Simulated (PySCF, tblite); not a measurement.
# C4H4BFN radical: geometry, infrared bands and EPR parameters

What infrared bands and EPR parameters should C4H4BFN radical (`N#CB(F)[C@@H]1[CH]C1`) show?

Programs: tblite 0.8.0 and PySCF 2.14.0, with density-fitted response routines of our own. Each step states its level of theory. These are calculated values for one molecule in the gas phase, unless marked as measured. Atoms are numbered from 0 throughout.

### Step 1. The molecule as given

11 atoms, charge 0, multiplicity 2; geometry from: force field or distance geometry start.

Bonds of the start (Å): N0–C1 1.17, C1–B2 1.52, B2–F3 1.45, B2–C4 1.60, C4–C5 1.52, C5–C6 1.52, C6–C4 1.51, C4–H7 1.11, C5–H8 1.10, C6–H9 1.12, C6–H10 1.11.

### Step 2. Geometry optimisation with GFN2-xTB

The job: settings as JSON, then the geometry in Å.

```
{"job": {"kind": "relax", "xc": "GFN2-xTB", "basis": "xTB"}, "charge": 0, "multiplicity": 2}
N      3.233800    -0.743100     0.164600
C      2.277000    -0.065800     0.140800
B      1.039100     0.814000     0.134200
F      1.144400     2.225000     0.459600
C     -0.328300     0.264400    -0.485000
C     -1.507400     0.428300     0.453600
C     -0.922200    -0.947000     0.188300
H     -0.574100     0.419300    -1.559600
H     -2.436400     0.559200    -0.121600
H     -0.362200    -1.360900     1.061200
H     -1.558500    -1.590700    -0.462100
```

Launch:

```bash
OMP_NUM_THREADS=1 python probes_run.py task.json out
```

One launch serves the whole session: the jobs run in the order shown.

**Question.** This job is followed by: GFN2-xTB harmonic vibrations, gas phase; UKS B3LYP, pcH-1 on B C F H N, non-relativistic, mean-field spin-orbit, GIAO. Predict these results of the whole session: strongest single infrared mode (GFN2-xTB); zero-point energy (GFN2-xTB); g(iso) (B3LYP); ⟨S²⟩; largest a(iso); potential on the surface of density 0.002 e/bohr³, 1st and 99th percentile.

As calculated:

| quantity | value |
| --- | --- |
| strongest single infrared mode (GFN2-xTB) | 1278 cm⁻¹, 357 km/mol |
| zero-point energy (GFN2-xTB) | 44.6 kcal/mol |
| g(iso) (B3LYP) | 2.00263 |
| ⟨S²⟩ | 0.753 (exact 0.75) |
| largest a(iso) | 13C on C5, 298.9 MHz |
| potential on the surface of density 0.002 e/bohr³, 1st and 99th percentile | -1.55 V and 1.82 V |

What this shows: Relaxing lowered the energy by 1.051 eV in 109 steps; the close pair that moved most is B2–F3, from 1.452 to 1.321 Å. No mode is imaginary among the 27: a minimum at this level. The strongest single mode, at 1278 cm⁻¹, moves mainly B2. Unscaled tight-binding wavenumbers are off by several per cent, some by more. Its intensities can rank the bands wrongly. Most of the unpaired spin sits on C5 (0.97 e). The isotropic g lies 0.3 ppt above the free-electron value. These values are for one conformer; the search (at its own cheap level) found 2 more, at 0.00, 0.44 kcal/mol (those within 0.05 may be mirror or relabelled copies), and measured spectra average over such forms.
